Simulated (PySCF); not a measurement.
# V: dipole response in aug-cc-pVDZ-DK

Aim: the static polarisability and the C₆ coefficient of V, method by method.

Method: unrestricted determinants in a Gaussian basis, no spin-orbit coupling in the energies. Code: PySCF 2.14.0.

## (1) Starting point

```
Element     : vanadium (Z = 23)
Basis       : aug-cc-pVDZ-DK (7s6p4d2f, 59 functions)
Hamiltonian : scalar relativity by spin-free X2C-1e
State 1     : V: [Ar] 3d3 4s2, high-spin 4F determinant
Methods     : M06-2X
```

Outer shells as boxes (Hund's rule):

V [Ar] 3d3 4s2
```
[Ar] core
3d [↑ ][↑ ][↑ ][  ][  ]
4s [↑↓]
```

The runs were made by one driver on top of PySCF. The scripts below sum up each run's settings (the driver also hands on starting orbitals that pick excited configurations, and frozen orbitals as a list rather than a count), and the logs come from the driver's own runs. The driver starts from symmetry-adapted Hartree-Fock orbitals, holds the occupation by maximum overlap and uses a logarithmic radial grid for functionals, so a plain start would take other cycles.

The integrals over 59 functions and the set-up took 0.93 s of CPU time.

## (2) V, at M06-2X

**M06-2X**

Contents of input.py:

```python
from pyscf import gto, scf, dft, mp, cc
import basis_set_exchange as bse
mol = gto.M(atom="V 0 0 0", charge=0, spin=3, symmetry="D2h",
            basis=gto.basis.parse(bse.get_basis("aug-cc-pVDZ-DK", elements=["V"], fmt="nwchem")),
            nucmod="G")
mf = dft.UKS(mol, xc="M062X").sfx2c1e()
mf.irrep_nelec = {'Ag': (4, 4), 'B1g': (1, 0), 'B2g': (1, 0), 'B3g': (1, 0), 'B1u': (2, 2), 'B2u': (2, 2), 'B3u': (2, 2)}
mf.kernel()
```

Output:

```text
damping factor = 0
level_shift factor = 0
DIIS = <class 'pyscf.scf.diis.CDIIS'>
diis_start_cycle = 1
diis_space = 10
diis_damp = 0
SCF conv_tol = 1e-09
SCF conv_tol_grad = None
number electrons alpha = 13  beta = 10
XC functionals = M062X
    Y. Zhao and D. G. Truhlar.,  Theor. Chem. Acc. 120, 215 (2008)
    Y. Zhao and D. G. Truhlar.,  Theor. Chem. Acc. 120, 215 (2008)
cycle= 1 E= -949.180264336347  delta_E= -0.00447  |g|= 0.0106  |ddm|= 1.12
cycle= 2 E= -949.180401801524  delta_E= -0.000137  |g|= 0.00211  |ddm|= 0.154
cycle= 3 E= -949.180410875571  delta_E= -9.07e-06  |g|= 0.000508  |ddm|= 0.0227
cycle= 4 E= -949.180411068932  delta_E= -1.93e-07  |g|= 0.000122  |ddm|= 0.00313
cycle= 5 E= -949.180411078628  delta_E= -9.7e-09  |g|= 7.85e-06  |ddm|= 0.000992
cycle= 6 E= -949.180411078667  delta_E= -3.85e-11  |g|= 4.64e-07  |ddm|= 7.19e-05
converged SCF energy = -949.180411078667  <S^2> = 3.7521906  2S+1 = 4.0010952
```

It used 44 s of CPU time after the integrals (shared host).

Orbital energies by shell (radii are means over both spins):

| shell | electrons | mean orbital energy (eV) | spread (eV) | rms radius (bohr) |
| --- | --- | --- | --- | --- |
| 1s α | 1 | -5438.3 | 0 | 0.0768 |
| 1s β | 1 | -5438.3 | 0 | 0.0768 |
| 2s α | 1 | -627.80 | 0 | 0.334 |
| 2s β | 1 | -626.60 | 0 | 0.334 |
| 2p α | 3 | -525.78 | 0 | 0.303 |
| 2p β | 3 | -524.69 | 0 | 0.303 |
| 3s α | 1 | -79.925 | 0 | 1.02 |
| 3s β | 1 | -76.554 | 0 | 1.02 |
| 3p α | 3 | -51.611 | 0 | 1.11 |
| 3p β | 3 | -47.523 | 0 | 1.11 |
| 3d α | 3 | -9.976 | 0 | 1.55 |
| 4s α | 1 | -5.847 | 0 | 3.70 |
| 4s β | 1 | -5.665 | 0 | 3.70 |

⟨S²⟩ = 3.752, ⟨L²⟩ = 12.00.

The driver then solved the coupled dipole response at imaginary frequencies: mean α = 84.50 bohr³, C₆ = 867.0 au for a like pair.

Radial density 4πr²ρ of V at M06-2X:

| r (bohr) | density | spin density |
| --- | --- | --- |
| 0.00118 | 0.190 | 0.000 |
| 0.00199 | 0.484 | 0.000 |
| 0.00335 | 1.21 | 0.000 |
| 0.00563 | 2.91 | 0.000 |
| 0.00947 | 6.57 | 0.000 |
| 0.0159 | 13.3 | 0.001 |
| 0.0268 | 22.3 | 0.001 |
| 0.0450 | 27.5 | 0.001 |
| 0.0758 | 23.0 | 0.001 |
| 0.127 | 22.1 | 0.015 |
| 0.214 | 29.8 | 0.117 |
| 0.361 | 16.7 | 0.586 |
| 0.607 | 9.60 | 1.646 |
| 1.02 | 10.3 | 2.059 |
| 1.72 | 2.79 | 1.078 |
| 2.89 | 0.921 | 0.205 |
| 4.85 | 0.260 | -0.003 |
| 8.17 | 0.0110 | 0.000 |
| 13.7 | 3.79e-05 | 0.000 |

## (3) Polarisabilities and C₆

V, in atomic units:

| method | mean α | C₆ (like pair) | S(−4) |
| --- | --- | --- | --- |
| M06-2X | 84.50 | 867.0 | 3719 |

Reference α: 87 ± 10 bohr³ (recommended; Schwerdtfeger and Nagle, table of static dipole polarizabilities (2023 update)). Published C₆: 832.0 (Chu and Dalgarno (2004); Tang, Norbeck and Certain (1976)).

α(iu) at M06-2X:

| u (hartree) | α(iu) (bohr³) |
| --- | --- |
| 0 | 84.50 |
| 0.0500 | 76.21 |
| 0.100 | 59.40 |
| 0.200 | 32.99 |
| 0.300 | 20.01 |
| 0.500 | 9.869 |
| 0.750 | 5.613 |
| 1.00 | 3.806 |
| 1.50 | 2.219 |
| 2.00 | 1.494 |
| 3.00 | 0.8129 |
| 5.00 | 0.3420 |

## (4) Outcome

| quantity | value |
| --- | --- |
| α of V | 84.50 (M06-2X) bohr³; reference 87.00 |

**Reading.** For V M06-2X differs from the reference by -3 %. The basis is finite, and no extrapolation was made.
